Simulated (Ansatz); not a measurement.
# GeNH2 (doublet): from Hartree-Fock to the top rungs, cc-pVTZ

An exercise on one series of results from a longer session: the logs are not shown, and one member is left open.

Program: Ansatz 0.2.0, Gaussian basis. Level of theory: cc-pVTZ, core rule «outside noble gas», up to 15 orbitals frozen. These are calculated values, not measurements.

To be run: UHF; CCSD(T) on ROHF; CCSD(T) on UHF; BCCD(T) on ROHF; CCSDT(Q) on ROHF; CCSDT(Q) on UHF; CASSCF and MRCISD+Q, 11 electrons in 10 orbitals; CASSCF and NEVPT2, 11 electrons in 10 orbitals.

4 further runs of the same task are left out: 4 set aside as unsound or not needed.

### What is computed

The geometry is a PBE0/def2-TZVP stationary point (not a proven minimum). No spin-orbit coupling is included. The filled d shell of Ge may be among the frozen orbitals whatever the setting's name suggests; the logs give the count.

4 atoms, charge 0, spin multiplicity 2.

Atoms are counted from 1 here; the program's logs count them from 0.

Bond lengths: Ge1–N2 1.816 Å, N2–H3 1.009 Å, N2–H4 1.009 Å. Angles: Ge1–N2–H3 124.1°, Ge1–N2–H4 124.1°, H3–N2–H4 111.9°.

Set-up of the first run:

in.yaml reads:

```yaml
crystal:
  periodic: [false, false, false]
  atoms:
    - {symbol: Ge, position_ang: [0.000000, 0.000000, 0.341103]}
    - {symbol: N, position_ang: [0.000000, 0.000000, -1.475302]}
    - {symbol: H, position_ang: [0.000000, 0.836103, -2.040604]}
    - {symbol: H, position_ang: [0.000000, -0.836103, -2.040604]}
basis:
  gaussian: {orbitals: cc-pVTZ}
magnetization: {spin_polarized: true, initial_magnetization: 1}
hamiltonian: {xc: hf}
output: {orbitals: {seedname: orbitals}}
```

On the command line:

```console
> ansatz run in.yaml --threads 1 --pin off --events-out ev --progress --plain --max-ram 2816MiB --backend cpu
```

Among the steps run: UHF; CCSD(T) on ROHF; CCSD(T) on UHF; BCCD(T) on ROHF; CCSDT(Q) on ROHF; CCSDT(Q) on UHF; CASSCF and MRCISD+Q, 11 electrons in 10 orbitals; CASSCF and NEVPT2, 11 electrons in 10 orbitals.

One of the session's tables, all rows but one given; the rest of the session is left out.

```
          method  from UCCSDT(Q) (meV)
            ROHF               +8995.2
             UHF               +8875.7
            RMP2                +887.0
            UMP2                +902.0
           RCCSD                +397.3
           UCCSD                +390.3
        RCCSD(T)                     ?
        UCCSD(T)                 +38.6
         BCCD(T)                 +40.2
          RCCSDT                 +25.8
          UCCSDT                 +22.0
       RCCSDT(Q)                  +5.5
       UCCSDT(Q)                     0
  CASSCF valence               +5790.0
  NEVPT2 valence               +1433.9
  MRCISD valence                +496.3
MRCISD+Q valence                 +98.4
```

Estimate the missing values for RCCSD(T).

The run gave: from UCCSDT(Q) (meV): +41.6. In the column «from UCCSDT(Q) (meV)» it lies between BCCD(T) (+40.2) and MRCISD+Q valence (+98.4).

With the free atoms at the same levels and basis (separate runs), the atomisation energy is 11.304 eV at UCCSDT(Q), 11.302 eV at RCCSD(T), 11.290 eV at UCCSD(T), 7.451 eV at ROHF.

Limits of these values: Restricted and unrestricted rows rest on different reference determinants; where their highest levels disagree by more than a few hundredths of an eV, they describe different states and don't form one ladder.
